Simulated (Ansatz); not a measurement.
# MP2/cc-pVDZ run of C2H7BN2 (SMILES NB1CNC1)

Aim: the electronic atomisation energy of C2H7BN2 at MP2/cc-pVDZ, from 5 runs. 

The calculation is run with Ansatz 0.2.0.

41 further runs of the same task are left out: 41 set aside as unsound or not needed.

## 1. The system as given

The species is C2H7BN2 (12 atoms), meant as a singlet with charge 0. SMILES: `NB1CNC1`. The shape is that of a PBE0-D4/def2-TZVP optimisation.

Bond lengths: N1–B2 1.384 Å, B2–C3 1.586 Å, C3–N4 1.482 Å, B2–C5 1.586 Å, N4–C5 1.482 Å, N1–H6 1.006 Å, N1–H7 1.006 Å, C3–H8 1.095 Å, C3–H9 1.101 Å, N4–H10 1.012 Å, C5–H11 1.101 Å, C5–H12 1.095 Å. Some angles: N1–B2–C3 135.9°, N1–B2–C5 135.9°, C3–B2–C5 88.2°, B2–C3–N4 86.2°, C3–N4–C5 96.2°, B2–C5–N4 86.2°, B2–N1–H6 123.1°, B2–N1–H7 123.1°, B2–C3–H8 121.1°, B2–C3–H9 112.3°.

## 2. The energy at MP2/cc-pVDZ

job.yaml reads:

```yaml
crystal:
  periodic: [false, false, false]
  atoms:
    - {symbol: N, position_ang: [-1.464900, 1.286500, -0.088100]}
    - {symbol: B, position_ang: [-0.424100, 0.376900, -0.024600]}
    - {symbol: C, position_ang: [0.545200, -0.167100, 1.106800]}
    - {symbol: N, position_ang: [0.858000, -1.271200, 0.168600]}
    - {symbol: C, position_ang: [0.268200, -0.633400, -1.032300]}
    - {symbol: H, position_ang: [-1.775900, 1.821700, 0.704600]}
    - {symbol: H, position_ang: [-1.987700, 1.465400, -0.928400]}
    - {symbol: H, position_ang: [0.154600, -0.499400, 2.073800]}
    - {symbol: H, position_ang: [1.388700, 0.513900, 1.298000]}
    - {symbol: H, position_ang: [1.840400, -1.500700, 0.091400]}
    - {symbol: H, position_ang: [1.002300, -0.136300, -1.684700]}
    - {symbol: H, position_ang: [-0.328000, -1.311400, -1.651200]}
basis:
  gaussian: {orbitals: cc-pVDZ}
total_charge: 0
magnetization: {spin_polarized: false, initial_magnetization: 0}
correlation: {method: mp2, frozen_orbitals: {B: 1, C: 1, H: 0, "N": 1}}
accuracy: high
```

Launch:

```bash
$ ansatz run job.yaml --threads 1 --pin off --max-ram 2610MiB --events-out events.jsonl --progress --plain --runs-dir runs
```

Standard output:

```text
Warning: RAYON_NUM_THREADS=1 ignored (pool sized by the plan → 1); use --threads N
Functional definition: HF
  name "HF"
  exchange = exact_x
  correlation = 0
2576 factors; integrals over basis functions are off by at most 3.1e-9 eV
mean field evaluation 1: about -5803.5244 eV, gradient 3.7e1 eV
mean field evaluation 2: about -5803.7339 eV, gradient 3.7e1 eV
mean field evaluation 4: about -5807.2159 eV, gradient 3.8e0 eV
mean field evaluation 8: about -5807.2674 eV, gradient 3.6e-4 eV
mean field -5807.26738148 eV, -213.4131399621 hartree, gradient 3.0e-8 eV, S^2 0.000000; 0 other end points of the search recorded, 0 dependent functions left out
5 core orbitals not correlated: weight in the atoms' cores, before any rotation towards them, 1.000 or more for the frozen orbitals, at most 0.000 for the correlated occupied ones
reference -5807.26738148 eV, -213.4131399621 hartree; 14, 14 occupied and 86, 86 virtual orbitals, 2576 factors
second order -18.88573700 eV of doubles, -0.00000000 eV of singles
Total energy: -5826.15311848 eV, -214.1071779955 hartree
```

It took 4.2 s on 1 thread of Intel Xeon Platinum 8488C (Sapphire Rapids), shared host; peak memory 0.36 GiB.

## 3. The B atom, same level

run.yaml reads:

```yaml
basis:
  gaussian:
    orbitals: cc-pVDZ
crystal:
  periodic: [false, false, false]
  atoms:
    - {symbol: B, position_ang: [0.000000, 0.000000, 0.000000]}
correlation:
  method: mp2
  frozen_orbitals: {B: 1}
magnetization:
  spin_polarized: true
  initial_magnetization: 1
accuracy: high
```

Run the same way, it converges to -24.56647 Eh (log not shown).

## 4. The C atom at the same level

job.yaml reads:

```yaml
basis:
  gaussian:
    orbitals: cc-pVDZ
crystal:
  periodic: [false, false, false]
  atoms:
    - {symbol: C, position_ang: [0.000000, 0.000000, 0.000000]}
accuracy: high
correlation:
  method: mp2
  frozen_orbitals: {C: 1}
magnetization:
  spin_polarized: true
  initial_magnetization: 2
```

Run the same way, it converges to -37.73831 Eh (log not shown).

## 5. The H atom: a single-point energy at UHF/cc-pVDZ

run.yaml reads:

```yaml
crystal:
  periodic: [false, false, false]
  atoms:
    - {symbol: H, position_ang: [0.000000, 0.000000, 0.000000]}
basis:
  gaussian: {orbitals: cc-pVDZ}
magnetization: {spin_polarized: true, initial_magnetization: 1}
hamiltonian: {xc: hf}
accuracy: high
```

Launch:

```bash
$ ansatz run run.yaml --threads 1 --pin off --max-ram 2610MiB --events-out events.jsonl --progress --plain --runs-dir runs
```

Standard output:

```text
Warning: RAYON_NUM_THREADS=1 ignored (pool sized by the plan → 1); use --threads N
Functional definition: HF
  name "HF"
  exchange = exact_x
  correlation = 0
15 factors; integrals over basis functions are off by at most 4.6e-8 eV
mean field evaluation 1: about -13.5522 eV, gradient 1.6e0 eV
mean field evaluation 2: about -13.5522 eV, gradient 1.6e0 eV
mean field evaluation 4: about -13.5861 eV, gradient 1.4e-4 eV
mean field evaluation 8: about -13.5861 eV, gradient 4.8e-14 eV
mean field -13.58605748 eV, -0.4992784034 hartree, gradient 1.6e-10 eV, S^2 0.750000; 0 other end points of the search recorded, 0 dependent functions left out
reference -13.58605748 eV, -0.4992784034 hartree; 1, 0 occupied and 4, 5 virtual orbitals, 15 factors
Total energy: -13.58605748 eV, -0.4992784034 hartree
```

It took 0.04 s on 1 thread of Intel Xeon Platinum 8488C (Sapphire Rapids), shared host.

## 6. The N atom at the same level

in.yaml reads:

```yaml
crystal:
  periodic: [false, false, false]
  atoms:
    - {symbol: N, position_ang: [0.000000, 0.000000, 0.000000]}
basis:
  gaussian:
    orbitals: cc-pVDZ
magnetization:
  spin_polarized: true
  initial_magnetization: 3
correlation:
  method: mp2
  frozen_orbitals: {"N": 1}
accuracy: high
```

Run the same way, it converges to -54.46186 Eh (log not shown).

## 7. Results

Level: MP2/cc-pVDZ, 5 core orbitals frozen.

| quantity | value |
| --- | --- |
| molecule: total energy | -214.10718 Eh |
| molecule: correlation energy (5 core orbitals frozen) | -694.0 mEh |
| B atom: total energy | -24.56647 Eh |
| B atom: correlation energy (1 core orbital frozen) | -36.5 mEh |
| B atom: ⟨S²⟩ of the reference determinant | 0.757 |
| C atom: total energy | -37.73831 Eh |
| C atom: correlation energy (1 core orbital frozen) | -51.8 mEh |
| C atom: ⟨S²⟩ of the reference determinant | 2.006 |
| H atom: total energy | -0.49928 Eh |
| H atom: ⟨S²⟩ | 0.750 |
| N atom: total energy | -54.46186 Eh |
| N atom: correlation energy (1 core orbital frozen) | -70.7 mEh |
| N atom: ⟨S²⟩ of the reference determinant | 3.754 |
| electronic atomisation energy | 44.774 eV |

What this shows: Taking the molecule apart into free atoms costs 44.77 eV (4320 kJ/mol), before zero-point energy and without spin-orbit coupling.
